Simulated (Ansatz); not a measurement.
**AlH18N3Si6: small, medium and large basis sets**

The task here is to estimate one member of a computed series from the others.

Method: one geometry, several basis sets; program: Ansatz 0.2.0, Gaussian basis.

Levels to be run: PBE0-D4/def2-SVP; ωB97M-V/def2-SVP; PBE0-D4/def2-QZVPP; ωB97M-V/def2-QZVPP; the functionals' def2-TZVPP values are taken from earlier runs.

## Structure used throughout

An earlier PBE0-D4 in a triple-zeta def2 set relaxation fixed the geometry.

SMILES `[SiH3][N]([SiH3])[Al]([N]([SiH3])[SiH3])[N]([SiH3])[SiH3]`, 28 atoms, charge 0, spin multiplicity 1.

Atoms are counted from 1 here; the program's logs count them from 0.

Bond lengths: Si1–N2 1.737 Å, Si1–H11 1.488 Å, Si1–H12 1.488 Å, Si1–H13 1.488 Å, N2–Si3 1.732 Å, N2–Al4 1.782 Å, Si3–H14 1.487 Å, Si3–H15 1.488 Å, Si3–H16 1.489 Å, Al4–N5 1.795 Å, Al4–N8 1.782 Å, N5–Si6 1.729 Å, N5–Si7 1.729 Å, Si6–H17 1.492 Å, Si6–H18 1.488 Å, Si6–H19 1.487 Å, Si7–H20 1.492 Å, Si7–H21 1.487 Å and more. Angles: N2–Si1–H11 108.6°, N2–Si1–H12 110.4°, N2–Si1–H13 112.1°, H11–Si1–H12 109.1°, H11–Si1–H13 108.5°, H12–Si1–H13 108.0°, Si1–N2–Si3 118.2°, Si1–N2–Al4 117.8°, Si3–N2–Al4 123.9°, N2–Si3–H14 112.3°, N2–Si3–H15 108.7°, N2–Si3–H16 110.2°, H14–Si3–H15 108.9°, H14–Si3–H16 108.0°, H15–Si3–H16 108.6°, N2–Al4–N5 118.0°, N2–Al4–N8 124.0°, N5–Al4–N8 118.0° and more.

Set-up of the first run:

The input, in.yaml:

```yaml
crystal:
  periodic: [false, false, false]
  atoms:
    - {symbol: Si, position_ang: [0.911196, 0.902899, 2.725918]}
    - {symbol: N, position_ang: [-0.308588, 0.094064, 1.790338]}
    - {symbol: Si, position_ang: [-1.749613, -0.426525, 2.597889]}
    - {symbol: Al, position_ang: [-0.049858, -0.045704, 0.032504]}
    - {symbol: N, position_ang: [1.110268, 1.084118, -0.741331]}
    - {symbol: Si, position_ang: [2.586336, 0.446173, -1.375658]}
    - {symbol: Si, position_ang: [0.703248, 2.762191, -0.820947]}
    - {symbol: N, position_ang: [-0.873550, -1.239298, -1.003660]}
    - {symbol: Si, position_ang: [-0.937646, -0.922189, -2.710221]}
    - {symbol: Si, position_ang: [-1.508855, -2.742947, -0.424729]}
    - {symbol: H, position_ang: [0.692486, 0.589573, 4.164522]}
    - {symbol: H, position_ang: [2.266303, 0.435713, 2.327683]}
    - {symbol: H, position_ang: [0.863591, 2.380162, 2.552463]}
    - {symbol: H, position_ang: [-1.514326, -1.608973, 3.468095]}
    - {symbol: H, position_ang: [-2.770274, -0.777745, 1.573347]}
    - {symbol: H, position_ang: [-2.288248, 0.670416, 3.448204]}
    - {symbol: H, position_ang: [2.589441, -1.018124, -1.091164]}
    - {symbol: H, position_ang: [3.770271, 1.063701, -0.719177]}
    - {symbol: H, position_ang: [2.709037, 0.656364, -2.842863]}
    - {symbol: H, position_ang: [-0.649265, 2.915249, -0.210782]}
    - {symbol: H, position_ang: [1.669986, 3.614707, -0.079036]}
    - {symbol: H, position_ang: [0.650303, 3.240415, -2.228905]}
    - {symbol: H, position_ang: [0.369494, -1.171148, -3.376596]}
    - {symbol: H, position_ang: [-1.957203, -1.817520, -3.322137]}
    - {symbol: H, position_ang: [-1.320601, 0.493187, -2.961722]}
    - {symbol: H, position_ang: [-1.054266, -2.944339, 0.978011]}
    - {symbol: H, position_ang: [-2.994863, -2.779807, -0.459210]}
    - {symbol: H, position_ang: [-1.001302, -3.870013, -1.254538]}
basis:
  gaussian: {orbitals: def2-SVP}
hamiltonian: {xc: pbe0, dispersion: d4}
output: {orbitals: {seedname: orbitals}}
```

The run is started by

```bash
$ ansatz run in.yaml --threads 4 --pin off --events-out ev --progress --plain --max-ram 66560MiB --backend cpu
```

Among the steps run: PBE0-D4 in def2-SVP; ωB97M-V in def2-SVP; PBE0-D4 in def2-QZVPP; ωB97M-V in def2-QZVPP.

One of the session's tables, all rows but one given; the rest of the session is left out.

It belongs to the step «Functionals by basis». 

```
functional       basis  HOMO (eV)
   PBE0-D4    def2-SVP      -7.68
   PBE0-D4  def2-TZVPP      -7.78
   PBE0-D4  def2-QZVPP          ?
   ωB97M-V    def2-SVP      -9.89
   ωB97M-V  def2-TZVPP     -10.04
   ωB97M-V  def2-QZVPP     -10.04
```

**Question.** Estimate the row for PBE0-D4, def2-QZVPP.

As computed: HOMO (eV): -7.79. In the column «HOMO (eV)» it lies between ωB97M-V, def2-SVP (-9.89) and PBE0-D4, def2-TZVPP (-7.78).
